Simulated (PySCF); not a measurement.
# Calcium: the same states on changed settings

Aim: see what changed settings do to total energies and their difference. The change: scalar relativity by spin-free X2C-1e, unsound on purpose. A sound run of the same states serves as the yardstick.

Program: PySCF 2.14.0. Level of theory: unrestricted determinants in a Gaussian basis, no spin-orbit coupling in the energies. These are calculated values, not measurements, unless marked.

## Step 1: The system

| Item | Value |
| --- | --- |
| Element | calcium (Z = 20) |
| Basis | 6-31G* |
| Hamiltonian | scalar relativity by spin-free X2C-1e |
| State 1 | Ca: [Ar] 4s2, closed-shell 1S |
| State 2 | Ca⁺: [Ar] 4s1, 2S determinant |
| Methods | UHF, PBE0, LDA, MP2, CCSD(T) |
| Core shells frozen in the correlated runs | valence: [Ar] (for Ca) |

Outer shells as boxes (Hund's rule):

Ca [Ar] 4s2
```
[Ar] core
4s [↑↓]
```

Ca+ [Ar] 4s1
```
[Ar] core
4s [↑ ]
```

The sound run (6-31G*, the non-relativistic Hamiltonian (point nucleus), symmetry-adapted start, fine grid, valence correlation) gave:

```csv
species,method,energy (hartree)
Ca,UHF,-676.70792
Ca,PBE0,-677.33673
Ca,LDA,-675.67276
Ca,MP2 (valence),-676.72526
Ca,CCSD(T) (valence),-676.73442
Ca⁺,UHF,-676.51948
Ca⁺,PBE0,-677.11514
Ca⁺,LDA,-675.44302
```

One driver process ran all states and methods and kept the integrals in memory. Each run is shown as a PySCF script that sums up its settings (the driver passes frozen orbitals as a list and adds second-order terms of double hybrids); the logs are those of the runs themselves. The driver starts from symmetry-adapted Hartree-Fock orbitals, holds the occupation by maximum overlap and uses a logarithmic radial grid for functionals, so a plain start would take other cycles.

It was started by

```bash
$ OMP_NUM_THREADS=1 python atomrun2.py TASK.json OUT
```

The integrals over 32 functions and the set-up took 0.1 s of CPU time.

## Step 2: Changed run, Ca

#### UHF

Contents of input.py:

```python
from pyscf import gto, scf, dft, mp, cc
import basis_set_exchange as bse
mol = gto.M(atom="Ca 0 0 0", charge=0, spin=0, symmetry="D2h",
            basis=gto.basis.parse(bse.get_basis("6-31G*", elements=["Ca"], fmt="nwchem", header=False)),
            nucmod="G")
mf = scf.UHF(mol).sfx2c1e()
mf.irrep_nelec = {'Ag': (4, 4), 'B1u': (2, 2), 'B2u': (2, 2), 'B3u': (2, 2)}
mf.kernel()
```

Output:

```text
damping factor = 0
level_shift factor = 0
DIIS = <class 'pyscf.scf.diis.CDIIS'>
diis_start_cycle = 1
diis_space = 10
diis_damp = 0
SCF conv_tol = 1e-09
SCF conv_tol_grad = None
number electrons alpha = 10  beta = 10
cycle= 1 E= -679.191597962152  delta_E= -4.77e-12  |g|= 3.87e-07  |ddm|= 1.07e-05
converged SCF energy = -679.191597962152  <S^2> = 3.5527137e-15  2S+1 = 1
```

Time after the integrals: 0.06 s (1 thread of Intel Xeon Platinum 8375C at 2.90GHz, shared host).

The occupied shells:

```csv
shell,electrons,mean orbital energy (eV),spread (eV),rms radius (bohr)
1s,2,-4085.7,0,0.0893
2s,2,-462.29,0,0.394
2p,6,-372.61,0,0.362
3s,2,-61.622,0,1.24
3p,6,-36.624,0,1.38
4s,2,-5.342,0,4.51
```

⟨S²⟩ = 0.000, ⟨L²⟩ = 0.00.

#### PBE0

input.py differs from the last one in:

```diff
@@ -5,3 +5,3 @@
             nucmod="G")
-mf = scf.UHF(mol).sfx2c1e()
+mf = dft.UKS(mol, xc="PBE0").sfx2c1e()
 mf.irrep_nelec = {'Ag': (4, 4), 'B1u': (2, 2), 'B2u': (2, 2), 'B3u': (2, 2)}
```

Output:

```text
damping factor = 0
level_shift factor = 0
DIIS = <class 'pyscf.scf.diis.CDIIS'>
diis_start_cycle = 1
diis_space = 10
diis_damp = 0
SCF conv_tol = 1e-09
SCF conv_tol_grad = None
number electrons alpha = 10  beta = 10
XC functionals = PBE0
    C. Adamo and V. Barone.,  J. Chem. Phys. 110, 6158 (1999)
    M. Ernzerhof and G. E. Scuseria.,  J. Chem. Phys. 110, 5029 (1999)
cycle= 1 E= -679.820337767978  delta_E= -0.00108  |g|= 0.00318  |ddm|= 0.213
cycle= 2 E= -679.820348587123  delta_E= -1.08e-05  |g|= 0.000284  |ddm|= 0.0139
cycle= 3 E= -679.820348750063  delta_E= -1.63e-07  |g|= 4.95e-05  |ddm|= 0.00278
cycle= 4 E= -679.820348752826  delta_E= -2.76e-09  |g|= 1.51e-07  |ddm|= 0.00027
cycle= 5 E= -679.820348752826  delta_E= 1.14e-13  |g|= 3.74e-10  |ddm|= 3.78e-07
converged SCF energy = -679.820348752826  <S^2> = 0  2S+1 = 1
```

Time after the integrals: 0.16 s (1 thread of Intel Xeon Platinum 8375C at 2.90GHz, shared host).

#### LDA

input.py differs from the last one in:

```diff
@@ -5,3 +5,3 @@
             nucmod="G")
-mf = dft.UKS(mol, xc="PBE0").sfx2c1e()
+mf = dft.UKS(mol, xc="LDA,VWN").sfx2c1e()
 mf.irrep_nelec = {'Ag': (4, 4), 'B1u': (2, 2), 'B2u': (2, 2), 'B3u': (2, 2)}
```

Output:

```text
damping factor = 0
level_shift factor = 0
DIIS = <class 'pyscf.scf.diis.CDIIS'>
diis_start_cycle = 1
diis_space = 10
diis_damp = 0
SCF conv_tol = 1e-09
SCF conv_tol_grad = None
number electrons alpha = 10  beta = 10
XC functionals = LDA,VWN
    P. A. M. Dirac.,  Math. Proc. Cambridge Philos. Soc. 26, 376 (1930)
    F. Bloch.,  Z. Phys. 57, 545 (1929)
    S. H. Vosko, L. Wilk, and M. Nusair.,  Can. J. Phys. 58, 1200 (1980)
cycle= 1 E= -678.156042154698  delta_E= -0.00256  |g|= 0.00277  |ddm|= 0.364
cycle= 2 E= -678.15606612206  delta_E= -2.4e-05  |g|= 0.000939  |ddm|= 0.0456
cycle= 3 E= -678.156067187448  delta_E= -1.07e-06  |g|= 3.41e-05  |ddm|= 0.0059
cycle= 4 E= -678.156067189139  delta_E= -1.69e-09  |g|= 3.39e-07  |ddm|= 0.000276
cycle= 5 E= -678.156067189139  delta_E= -1.14e-13  |g|= 4.21e-10  |ddm|= 4.32e-06
converged SCF energy = -678.156067189139  <S^2> = 1.7763568e-15  2S+1 = 1
```

Time after the integrals: 0.09 s (1 thread of Intel Xeon Platinum 8375C at 2.90GHz, shared host).

#### MP2 (valence)

input.py differs from the last one in:

```diff
@@ -5,4 +5,5 @@
             nucmod="G")
-mf = dft.UKS(mol, xc="LDA,VWN").sfx2c1e()
+mf = scf.UHF(mol).sfx2c1e()
 mf.irrep_nelec = {'Ag': (4, 4), 'B1u': (2, 2), 'B2u': (2, 2), 'B3u': (2, 2)}
 mf.kernel()
+mp.UMP2(mf, frozen=9).kernel()
```

This step left no log, only its results.

Time after the integrals: 0.01 s (1 thread of Intel Xeon Platinum 8375C at 2.90GHz, shared host).

With 2 electrons correlated, the MP2 correlation energy is -0.01734 hartree (0.00000 same spin, -0.01734 opposite spin); the SCS form gives -0.02081. Largest pairs of shells: 4s-4s -0.0173.

#### CCSD(T) (valence)

input.py differs from the last one in:

```diff
@@ -8,2 +8,3 @@
 mf.kernel()
-mp.UMP2(mf, frozen=9).kernel()
+mycc = cc.CCSD(mf, frozen=9).run()
+mycc.ccsd_t()
```

Output:

```text
CC2 = 0
CCSD nocc = 1, nmo = 23
frozen orbitals [0, 1, 2, 3, 4, 5, 6, 7, 8]
max_cycle = 100
direct = 0
conv_tol = 1e-08
conv_tol_normt = 1e-06
diis_space = 8
diis_start_cycle = 0
Init t2, MP2 energy = -679.208937629867  E_corr(MP2) -0.0173396677158088
Init E_corr(CCSD) = -0.0173396677161116
cycle = 1  E_corr(CCSD) = -0.0227211389118634  dE = -0.0053814712  norm(t1,t2) = 0.0566995
cycle = 2  E_corr(CCSD) = -0.0247146184590703  dE = -0.00199347955  norm(t1,t2) = 0.0260631
cycle = 3  E_corr(CCSD) = -0.0264287590117692  dE = -0.00171414055  norm(t1,t2) = 0.0138655
cycle = 4  E_corr(CCSD) = -0.0264512140112006  dE = -2.24549994e-05  norm(t1,t2) = 0.00304048
cycle = 5  E_corr(CCSD) = -0.0264660248628718  dE = -1.48108517e-05  norm(t1,t2) = 0.000725389
cycle = 6  E_corr(CCSD) = -0.0264560063666789  dE = 1.00184962e-05  norm(t1,t2) = 0.00012245
cycle = 7  E_corr(CCSD) = -0.026462042098796  dE = -6.03573212e-06  norm(t1,t2) = 3.64115e-05
cycle = 8  E_corr(CCSD) = -0.0264609585601775  dE = 1.08353862e-06  norm(t1,t2) = 9.94751e-06
cycle = 9  E_corr(CCSD) = -0.0264608781413962  dE = 8.04187813e-08  norm(t1,t2) = 8.49393e-07
cycle = 10  E_corr(CCSD) = -0.0264609092832679  dE = -3.11418717e-08  norm(t1,t2) = 2.64859e-07
cycle = 11  E_corr(CCSD) = -0.0264609123577139  dE = -3.07444594e-09  norm(t1,t2) = 3.18952e-08
CCSD converged
E(CCSD) = -679.2180588745093  E_corr = -0.02646091235771387
```

Time after the integrals: 0.09 s (1 thread of Intel Xeon Platinum 8375C at 2.90GHz, shared host).

CCSD correlation -0.02646 hartree, triples 0.00000; total -679.218059. T1 = 0.011, largest double amplitude 0.118. With two correlated electrons the triples vanish and CCSD is exact in this space.

## Step 3: Changed run, Ca⁺

#### UHF

Contents of input.py:

```python
from pyscf import gto, scf, dft, mp, cc
import basis_set_exchange as bse
mol = gto.M(atom="Ca 0 0 0", charge=1, spin=1, symmetry="D2h",
            basis=gto.basis.parse(bse.get_basis("6-31G*", elements=["Ca"], fmt="nwchem", header=False)),
            nucmod="G")
mf = scf.UHF(mol).sfx2c1e()
mf.irrep_nelec = {'Ag': (4, 3), 'B1u': (2, 2), 'B2u': (2, 2), 'B3u': (2, 2)}
mf.kernel()
```

Output:

```text
damping factor = 0
level_shift factor = 0
DIIS = <class 'pyscf.scf.diis.CDIIS'>
diis_start_cycle = 1
diis_space = 10
diis_damp = 0
SCF conv_tol = 1e-09
SCF conv_tol_grad = None
number electrons alpha = 10  beta = 9
cycle= 1 E= -679.002280895967  delta_E= -3.87e-09  |g|= 1.29e-05  |ddm|= 0.00038
cycle= 2 E= -679.002280896538  delta_E= -5.71e-10  |g|= 4.97e-06  |ddm|= 0.000146
converged SCF energy = -679.002280896538  <S^2> = 0.75017117  2S+1 = 2.0001712
```

Time after the integrals: 0.1 s (1 thread of Intel Xeon Platinum 8375C at 2.90GHz, shared host).

Orbital energies by shell (radii are means over both spins):

```csv
shell,electrons,mean orbital energy (eV),spread (eV),rms radius (bohr)
1s α,1,-4092.6,0,0.0893
1s β,1,-4092.6,0,0.0893
2s α,1,-469.18,0,0.394
2s β,1,-469.08,0,0.394
2p α,3,-379.49,0,0.362
2p β,3,-379.46,0,0.362
3s α,1,-68.419,0,1.24
3s β,1,-68.153,0,1.24
3p α,3,-43.372,0,1.38
3p β,3,-43.259,0,1.38
4s α,1,-11.359,0,3.98
```

⟨S²⟩ = 0.750, ⟨L²⟩ = 0.00.

#### PBE0

input.py differs from the last one in:

```diff
@@ -5,3 +5,3 @@
             nucmod="G")
-mf = scf.UHF(mol).sfx2c1e()
+mf = dft.UKS(mol, xc="PBE0").sfx2c1e()
 mf.irrep_nelec = {'Ag': (4, 3), 'B1u': (2, 2), 'B2u': (2, 2), 'B3u': (2, 2)}
```

Output:

```text
damping factor = 0
level_shift factor = 0
DIIS = <class 'pyscf.scf.diis.CDIIS'>
diis_start_cycle = 1
diis_space = 10
diis_damp = 0
SCF conv_tol = 1e-09
SCF conv_tol_grad = None
number electrons alpha = 10  beta = 9
XC functionals = PBE0
    C. Adamo and V. Barone.,  J. Chem. Phys. 110, 6158 (1999)
    M. Ernzerhof and G. E. Scuseria.,  J. Chem. Phys. 110, 5029 (1999)
cycle= 1 E= -679.597763801561  delta_E= -0.00044  |g|= 0.00141  |ddm|= 0.122
cycle= 2 E= -679.597768728413  delta_E= -4.93e-06  |g|= 0.00017  |ddm|= 0.0171
cycle= 3 E= -679.597768843629  delta_E= -1.15e-07  |g|= 2.16e-05  |ddm|= 0.00308
cycle= 4 E= -679.597768844493  delta_E= -8.64e-10  |g|= 7.41e-07  |ddm|= 0.000246
converged SCF energy = -679.597768844493  <S^2> = 0.75006604  2S+1 = 2.000066
```

Time after the integrals: 0.2 s (1 thread of Intel Xeon Platinum 8375C at 2.90GHz, shared host).

#### LDA

input.py differs from the last one in:

```diff
@@ -5,3 +5,3 @@
             nucmod="G")
-mf = dft.UKS(mol, xc="PBE0").sfx2c1e()
+mf = dft.UKS(mol, xc="LDA,VWN").sfx2c1e()
 mf.irrep_nelec = {'Ag': (4, 3), 'B1u': (2, 2), 'B2u': (2, 2), 'B3u': (2, 2)}
```

Output:

```text
damping factor = 0
level_shift factor = 0
DIIS = <class 'pyscf.scf.diis.CDIIS'>
diis_start_cycle = 1
diis_space = 10
diis_damp = 0
SCF conv_tol = 1e-09
SCF conv_tol_grad = None
number electrons alpha = 10  beta = 9
XC functionals = LDA,VWN
    P. A. M. Dirac.,  Math. Proc. Cambridge Philos. Soc. 26, 376 (1930)
    F. Bloch.,  Z. Phys. 57, 545 (1929)
    S. H. Vosko, L. Wilk, and M. Nusair.,  Can. J. Phys. 58, 1200 (1980)
cycle= 1 E= -677.925283097141  delta_E= -0.00129  |g|= 0.00216  |ddm|= 0.215
cycle= 2 E= -677.925287008624  delta_E= -3.91e-06  |g|= 0.000439  |ddm|= 0.0147
cycle= 3 E= -677.925287137989  delta_E= -1.29e-07  |g|= 1.13e-05  |ddm|= 0.000817
cycle= 4 E= -677.92528713822  delta_E= -2.31e-10  |g|= 4.58e-07  |ddm|= 0.000132
converged SCF energy = -677.92528713822  <S^2> = 0.75006747  2S+1 = 2.0000675
```

It took 0.11 s on 1 thread of Intel Xeon Platinum 8375C at 2.90GHz, shared host, the integrals not counted.

## Step 4: What moved

```csv
species,method,converged,energy less sound run (eV)
Ca,UHF,yes,-67.5842
Ca,PBE0,yes,-67.5828
Ca,LDA,yes,-67.5741
Ca,MP2 (valence),yes,-67.5844
Ca,CCSD(T) (valence),yes,-67.5834
Ca⁺,UHF,yes,-67.5605
Ca⁺,PBE0,yes,-67.5559
Ca⁺,LDA,yes,-67.5458
```

Ionisation energy of Ca:

```csv
method,sound run (eV),changed run (eV),shift (eV)
UHF,5.128,5.152,+0.024
PBE0,6.030,6.057,+0.027
LDA,6.252,6.280,+0.028
MP2,5.600,5.623,+0.024
SCS-MP2,5.694,5.718,+0.024
CCSD,5.849,5.872,+0.023
CCSD(T),5.849,5.872,+0.023
CCSDT,5.849,5.872,+0.023
FCI,5.849,5.872,+0.023
```

## Step 5: Summary of results

| quantity | value |
| --- | --- |
| change | scalar relativity by spin-free X2C-1e |
| runs converged | 8 of 8 |
| largest shift of a converged total energy | 67.6 eV |
| largest shift of the ionisation energy | +0.028 eV (LDA) |

What this shows: The ionisation energy moves by up to 0.03 eV, at LDA. Most of the change in total energy is the relativistic energy itself. On top of that the contraction fixes the core shape for the Hamiltonian it was made with, so the changed run is not a good calculation with the other Hamiltonian either. The setting is unsound on purpose, so these numbers are no properties of the atom.
